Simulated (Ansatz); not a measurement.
**Pt: a single-point run**

The task is a single-point run on Pt.

Computed with Ansatz 0.2.0 (DFT, r2SCAN, PAW with Ansatz's default frozen-core files, scalar-relativistic; levels and slopes on a fine mesh, independent-particle optical spectra, unless a step's input says otherwise).

### 1 The system as given

It takes space group Fm-3m (No. 225, cubic). The conventional cell has a = 3.942 Å, b = 3.942 Å, c = 3.942 Å, α = 90.00°, β = 90.00°, γ = 90.00°. Pt (site symmetry m-3m) is surrounded by 12 Pt at 2.79 Å.

The input asks for a charge of -4 e on the cell.

As a file:

```
Pt
1.0
     0.00000    1.97077    1.97077
     1.97077    0.00000    1.97077
     1.97077    1.97077    0.00000
Pt
1
Direct
  0.00000 0.00000 0.00000
```

### 2 Running it

The input, input.yaml:

```yaml
crystal:
  lattice:
    - [0.0, 1.97076913953, 1.97076913953]
    - [1.97076913953, 0.0, 1.97076913953]
    - [1.97076913953, 1.97076913953, 0.0]
  atoms:
    - { symbol: Pt, position: [0.0, 0.0, 0.0] }
kpoints:
  mp_grid: { grid: [16, 16, 16] }
scf:
  occupations: { method: fermi_dirac, width: 0.1 }
  max_iter: 50
hamiltonian:
  xc: r2scan
  pseudopotentials: { kind: paw }
output:
  forces: true
  stress: true
  eigenvalues: true
  eigenstates:
    nscf_kmesh: { grid: [24, 24, 24] }
    de_dk: true
    e_range: [-14, 14]
  optics:
    e_range: [0, 25]
    de: 0.2
    sigma: 0.2
    bands: { spectra_wanted_up_to: 25 }
    nscf_kmesh: { grid: [24, 24, 24] }
    drude_damping: 0.03
checkpoint:
  write: ck
  write_wavefunctions: false
total_charge: -4
```

Launch:

```sh
ansatz run input.yaml --threads 1 --pin off --max-ram 3072MiB --backend cpu --events-out ev --progress --plain --runs-dir out
```

What it wrote:

```text
Engine: ansatz 0.2.0
Pseudopotentials: kind: paw
Pseudopotential: Pt, paw, valence charge 18, recommended cutoff 500 eV (meta_gga), Pt.paw.azcp
Functional definition: r2SCAN
  parameter k0 = 0.174
  parameter k1 = 0.065
  parameter a1 = 4.9479
  exchange = r2scan_x(k0 = k0, k1 = k1, a1 = a1)
  correlation = r2scan_c
Crystal: 1 atoms, lattice volume = 15.309 Å³
Basis set: ecut = 500 eV, 387 PW (Γ), exchange–correlation on 96×96×96 points (64 copies of the dense FFT grid, shifted against one another)
Bands: 15, of which v1, the nominal top of the filled ones, is band 11 counted from 1 (10 counted from 0)
Symmetry: 48 space group operations
Space group: Fm-3m (ITA 225), of the structure as read, at distance tolerance 2.5e-5 Å
k-points: 145 of 4096
Non-local potential: Pt, projectors of the file, l = 0: 3, l = 1: 2, l = 2: 2, l = 3: 1
PAW form: soft (Blöchl's): semilocal exchange-correlation on the pseudo side does not see the compensation charge
PAW frozen core: Pt, regenerated for the run's functional (the file was generated under x = pbe(κ = 0.804, μ = 0.2195149727645171), c = pbe(β = 0.06672455060314922))
PAW one-centre angular grid: Pt, 590 points (default); XC on 160 Gauss nodes
Initial density: superposition of atomic densities (neutral atoms scaled as one to the charged cell's electrons: chi_scale 0, normalization atom), corrected by the library's trained network
Initial wavefunctions: pseudopotential atomic-orbital guess
Functional: x = r2scan, c = r2scan; τ floored in thin density (d = 2e-4 eV/Å³)
SCF iter   1: F=—  HF=-12461.035788 eV  |F-HF|=—  |Δ(HF+E_count)|=         —  Δρ=8.34e-1  dr2=1.03e2  dr2_τ=2.83e0  ethr=1.77e-3  ⟨swp⟩=4.4  Hψ=9855  notcnv=0
preconditioner: auto → none  [metal: Δε(μ)=0.033 eV  Ē_g=17.354 eV  σ=0.100 eV  W_gap=0.08  n_scr=8 (ndim 8)  ℏωp=35.5 eV  f_vac=0.000  D(μ)=0.58/eV (n_scr^D=0)  sad-step TF]
SCF iter   2: F=—  HF=-12426.816636 eV  |F-HF|=—  |Δ(HF+E_count)|=    3.42e1  Δρ=3.30e-1  dr2=1.65e1  dr2_τ=1.43e0  ethr=1.77e-3  ⟨swp⟩=3.9  Hψ=7296  notcnv=0  defer=2
SCF iter   3: F=—  HF=-12424.233953 eV  |F-HF|=—  |Δ(HF+E_count)|=    2.58e0  Δρ=4.81e-2  dr2=1.46e-1  dr2_τ=6.43e-2  ethr=1.77e-3  ⟨swp⟩=4.0  Hψ=7092  notcnv=0  defer=2
SCF iter   4: F=—  HF=-12424.659174 eV  |F-HF|=—  |Δ(HF+E_count)|=   4.25e-1  Δρ=1.76e-2  dr2=3.93e-2  dr2_τ=9.50e-3  ethr=6.66e-4  ⟨swp⟩=2.0  Hψ=5356  notcnv=0  defer=15
SCF iter   5: F=—  HF=-12424.650821 eV  |F-HF|=—  |Δ(HF+E_count)|=   8.35e-3  Δρ=6.62e-3  dr2=5.16e-3  dr2_τ=3.04e-4  ethr=1.79e-4  ⟨swp⟩=1.4  Hψ=2547  notcnv=0  defer=15
SCF iter   6: F=—  HF=-12424.650163 eV  |F-HF|=—  |Δ(HF+E_count)|=   6.58e-4  Δρ=3.49e-4  dr2=8.05e-6  dr2_τ=1.53e-6  ethr=2.34e-5  ⟨swp⟩=2.3  Hψ=2975  notcnv=0  defer=15
SCF iter   7: F=—  HF=-12424.650162 eV  |F-HF|=—  |Δ(HF+E_count)|=   1.37e-6  Δρ=4.89e-5  dr2=1.32e-7  dr2_τ=9.32e-8  ethr=3.66e-8  ⟨swp⟩=2.0  Hψ=3752  notcnv=0  defer=15
SCF iter   8: F=—  HF=-12424.650168 eV  |F-HF|=—  |Δ(HF+E_count)|=   6.73e-6  Δρ=4.16e-6  dr2=1.04e-9  dr2_τ=1.13e-9  ethr=6.02e-10  ⟨swp⟩=2.7  Hψ=3423  notcnv=0  defer=15
SCF iter   9: F=-12424.650168 eV  HF=-12424.650168 eV  |F-HF|=1.09e-11  |Δ(HF+E_count)|=  6.62e-10  Δρ=3.57e-7  dr2=8.00e-12  dr2_τ=8.66e-13  ethr=1.00e-12  ⟨swp⟩=4.8  Hψ=11662  notcnv=0
SCF 1 converged in 9 iterations: F = -12424.650168 eV  dr2 = 8.00e-12
NSCF: frozen V_eff on 413 k-points
Optics k sum: 0 of 413 k-points
[...]
NSCF: frozen V_eff on 413 k-points
output.optics: what the bands over the 29 summed would add to eps1, eps2 and the energy-loss function is held between a lower and an upper bound (3 Lanczos steps). eps1, eps2 and their loss function (loss_summed_bands) are given on every row as the summed bands alone make them. Along an axis, on a row where the two bounds hold the loss function to about 1 % of the greater of itself and 0.5 % of |1/eps|, its cell (loss_completed) is given, with the completed eps1 and eps2 that it is formed of (a cell that is left empty reads nan in the table and null in the record). The two bounds hold it so along every axis on all 125 rows up to 25.000 eV. The run works to bound the rows up to 25.000 eV and no higher ones: a peak of the loss function over that energy may be left empty with no warning. To have the run work for it, set output.optics.bands.spectra_wanted_up_to to a higher energy. perfect_screening_sum, loss_f_sum_n_eff and, beside carriers, perfect_screening_limit are those of loss_summed_bands: over the bounded function the two sums would run over rows that are not all bounded, and lack what the bands left out lay past the top of the energy grid. Bounded is said of the bands left out alone, which are those that the basis at basis.ecutwfc holds: it says nothing of that cutoff, of the k-point mesh, of what the sum inside its cells errs by (eps2_relative_error), of the factors of all_electron_strengths, nor of how far the SCF is converged. The bands left out are taken at the k-points, and what their mean over the points' cells stands off that by is in neither bound: the run's estimate of it, which the test of a row counts in, is 0.00 % of |eps| at the most among the values given; where the mean stood off by over 0.5 % the points' spread read 0.1 to 3 times that
SCF converged after 9 iterations
Free energy (F): -12424.650168 eV
Harris-Foulkes:  -12424.650168 eV  (|F-HF|=1.09e-11)
Internal energy: -12424.639175 eV  (E = F + TS)
E sigma→0 (E₀):  -12424.644672 eV
Entropy (-TS):   -0.010993 eV (-10.993 meV/atom)
Fermi energy:    33.404861 eV
--- Per-component energies (eV) ---
  E_band       = -30.071476
  E_kinetic    = 774.254048
  E_local      = -1506.798132  (includes V_loc(G=0)·N_el)
  E_nonlocal   = 237.629770
  E_hartree    = 597.052643
  E_xc         = -306.869335
  E_vxc        = -421.964113  (∫ρ·V_xc dr)
  E_paw        = -9506.192365  (= ΣΔE_a)
  E_vpaw       = -335.220274  (= ΣTr[D̂ρ^β])
  E_aug_tail   = 0.000165  (compensation charges beyond the density's cutoff)
  E_vtau       = 27.921762  (kinetic-family band-sum trace: ∫τ·v_τ [+ j·A + Jᵃ·Aᵃ] dr)
  E_ewald      = -2713.484475
  E_core_change = -0.231494  (= ΣΔE_core)
  E_smearing   = -0.010993  (= −TS)
  E_closure    = 0.000000  (closes the sum)
  E_deformation_potential = -114.069158  (in the stress; not in F)
  Σ components = -12424.650168   (vs F -12424.650168, Δ=0.00e0)
--- Forces (eV/Å), atoms counted from 1 ---
  atom   1  Pt    -0.00000000     0.00000000     0.00000000
  max |Σ_I F_I| component: 5.55e-32 eV/Å
--- Stress (GPa, compression-positive) ---
      271.538956      -0.000000      -0.000000
       -0.000000     271.538956       0.000000
        0.000000       0.000000     271.538956
  P = ⅓ Tr σ = 271.5390 GPa (2715.390 kbar)
--- Band table (eV; the first three rows and the last of 145) ---
  k-point 0: bands = ["-75.4725", "-28.9079", "-28.9079", "-28.9079", "9.4870", "18.8127", "18.8127", "18.8127", "21.4573", "21.4573", "35.4172", "40.2751", "40.2751", "40.2751", "44.9905"]
  k-point 1: bands = ["-75.4709", "-28.9325", "-28.9113", "-28.9113", "9.6561", "18.7032", "18.8849", "18.8849", "21.4022", "21.4022", "35.7151", "39.3542", "40.5575", "40.5575", "46.0549"]
  k-point 2: bands = ["-75.4663", "-29.0023", "-28.9208", "-28.9208", "10.1478", "18.4207", "19.0637", "19.0637", "21.2920", "21.2920", "36.4974", "37.6793", "41.3693", "41.3693", "47.3603"]
  k-point 144: bands = ["-75.4160", "-29.3197", "-29.3197", "-29.1454", "15.6973", "17.3821", "17.3821", "20.4466", "24.1037", "28.7960", "29.9298", "29.9298", "34.0500", "46.1708", "46.1708"]
--- Fermi surface from the table of eigenstates, both spin states counted (twice the sheets' area in a run without spin) ---
  How far the three rows differ hints at the mesh's error and does not bound it.
  reading                E - E_F (eV)   area (Å⁻²)  resistivity times mean free path along x, y, z (Ω·m²), under one mean free path over the surface
  by tetrahedra                0.0058       68.702  4.4498e-16  4.4498e-16  4.4498e-16
  by the states' slopes       -0.0047       67.807  4.5086e-16  4.5086e-16  4.5086e-16
  on every second point        0.0294       67.444  4.5329e-16  4.5329e-16  4.5329e-16
```

Wall time 2 min (1 thread of Arm Neoverse V1, shared host); peak memory 1 GiB.

### 3 Can this be trusted?

The program finished normally, with warnings (optics on partly filled bands). It gives a pressure of 272 GPa, which is large; a structure far from rest gives such values too, whatever the setting.

Look at the input: total_charge is -4. The net charge is not the one intended, so the run treats another number of electrons.

To check: delete total_charge (the default then holds).

### 4 Second run, to compare

Other changes include scf.max_iter.

Edit input.yaml of step 2 so:

```diff
@@ -11,3 +11,2 @@
   occupations: { method: fermi_dirac, width: 0.1 }
-  max_iter: 50
 hamiltonian:
@@ -33,2 +32 @@
   write_wavefunctions: false
-total_charge: -4
```

Launch:

```sh
ansatz run input.yaml --threads 1 --pin off --max-ram 3072MiB --backend cpu --events-out ev --progress --plain --runs-dir out
```

The main lines of its log:

```text
[...]
Basis set: ecut = 500 eV, 387 PW (Γ), exchange–correlation on 96×96×96 points (64 copies of the dense FFT grid, shifted against one another)
[...]
k-points: 145 of 4096
[...]
SCF iter   1: F=—  HF=-12536.810230 eV  |F-HF|=—  |Δ(HF+E_count)|=         —  Δρ=1.33e-2  dr2=2.07e-2  dr2_τ=1.09e-2  ethr=1.77e-3  ⟨swp⟩=5.0  Hψ=10261  notcnv=0
preconditioner: auto → none  [metal: Δε(μ)=0.008 eV  Ē_g=14.793 eV  σ=0.100 eV  W_gap=0.02  n_scr=8 (ndim 8)  ℏωp=30.0 eV  f_vac=0.000  D(μ)=1.81/eV (n_scr^D=26)  sad-step TF]
SCF iter   2: F=—  HF=-12536.814858 eV  |F-HF|=—  |Δ(HF+E_count)|=   4.63e-3  Δρ=6.29e-3  dr2=3.88e-3  dr2_τ=6.19e-4  ethr=1.15e-4  ⟨swp⟩=2.0  Hψ=3360  notcnv=0
[...]
SCF iter   7: F=—  HF=-12536.815328 eV  |F-HF|=—  |Δ(HF+E_count)|=   2.14e-8  Δρ=7.37e-7  dr2=3.40e-11  dr2_τ=9.56e-12  ethr=1.76e-10  ⟨swp⟩=2.2  Hψ=2815  notcnv=0
SCF iter   8: F=-12536.815328 eV  HF=-12536.815328 eV  |F-HF|=3.64e-12  |Δ(HF+E_count)|=  1.09e-10  Δρ=2.11e-7  dr2=2.27e-12  dr2_τ=1.81e-12  ethr=1.00e-12  ⟨swp⟩=5.4  Hψ=7702  notcnv=0
[...]
SCF converged after 8 iterations
Free energy (F): -12536.815328 eV
[...]
E sigma→0 (E₀):  -12536.787613 eV
[...]
Fermi energy:    22.659120 eV
[...]
  P = ⅓ Tr σ = -0.0017 GPa (-0.017 kbar)
[...]
```

Wall time 1.7 min (1 thread of Arm Neoverse V1, shared host); peak memory 0.98 GiB.

| run | ending | energy change | pressure (GPa) | gap (eV) | force (eV/Å) | cycles | time |
| --- | --- | --- | --- | --- | --- | --- | --- |
| first try | converged | not comparable | 271.5 | 0.00 | 0.00 | 9 | 2 min |
| second try | converged | - | 0.0 | 0.00 | 0.00 | - | 1.7 min |

### 5 Results

```
                           quantity                      value
                          first try    converged, 9 SCF cycles
                 fault in the input               wrong charge
                         second try    converged, 8 SCF cycles
energy (zero set by the potentials)             -12536.8153 eV
                           pressure                   0.00 GPa
                    gap on the mesh  none (metal on this mesh)
                      largest force                 0.000 eV/Å
```

**Reading.** Both runs converge, but their results differ; on mending, the pressure goes from 271.5 to 0.0 GPa. Only the second answers the question as it was meant.

In a charged cell the pressure and stress hold a term of the neutralising background, so they aren't those of the solid.
